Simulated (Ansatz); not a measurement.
ScRu3:

```
CELL_PARAMETERS angstrom
-1.94926 1.94926 4.02229
1.94926 -1.94926 4.02229
1.94926 1.94926 -4.02229
ATOMIC_POSITIONS crystal
Ru 0.50000 0.50000 0.00000
Ru 0.25000 0.75000 0.50000
Ru 0.75000 0.25000 0.50000
Sc 0.00000 0.00000 0.00000
```

The cell comes from a database or a generator and needn't be the stable form of this composition.

```yaml
Program: Ansatz 0.2.0
Task: single point
Functional: PBE
Potentials_or_basis: Ansatz PAW
Cutoff: "420 eV (not typed: the program's choice for these potentials)"
k_mesh: 10 × 10 × 10
Occupations: fermi-dirac, width 0.05 eV
Spin: no spin polarisation
```

On this cell: pressure -1.7 GPa; largest force under 0.003 eV/Å; band gap on the k mesh none (metal or under the smearing width).

The same run follows on a disturbed copy (atoms moved at random, drawn with an rms of 0.05 Å):

```
Ru Sc
1.0
    -1.94926    1.94926    4.02229
     1.94926   -1.94926    4.02229
     1.94926    1.94926   -4.02229
Ru Sc
3 1
Direct
  0.50755 0.49969 0.99929
  0.24660 0.75219 0.49019
  0.76012 0.23572 0.50286
  0.99636 0.01516 0.01925
```

**Question.** What does the disturbed cell give?

**Answer.** The energy (extrapolated to zero smearing) moves by +13.9 meV/atom; pressure -1.1 GPa; largest force 0.752 eV/Å; band gap on the k mesh none (metal or under the smearing width).

Forces on the atoms (eV/Å):
```
Ru   0.535 -0.090 -0.115
Ru  -0.012  0.186 -0.260
Ru   0.187 -0.185  0.144
Sc  -0.710  0.090  0.231
```

Stress tensor (GPa, compression positive):
```
-1.83 -0.21  0.01
-0.21 -0.70 -0.31
 0.01 -0.31 -0.81
```
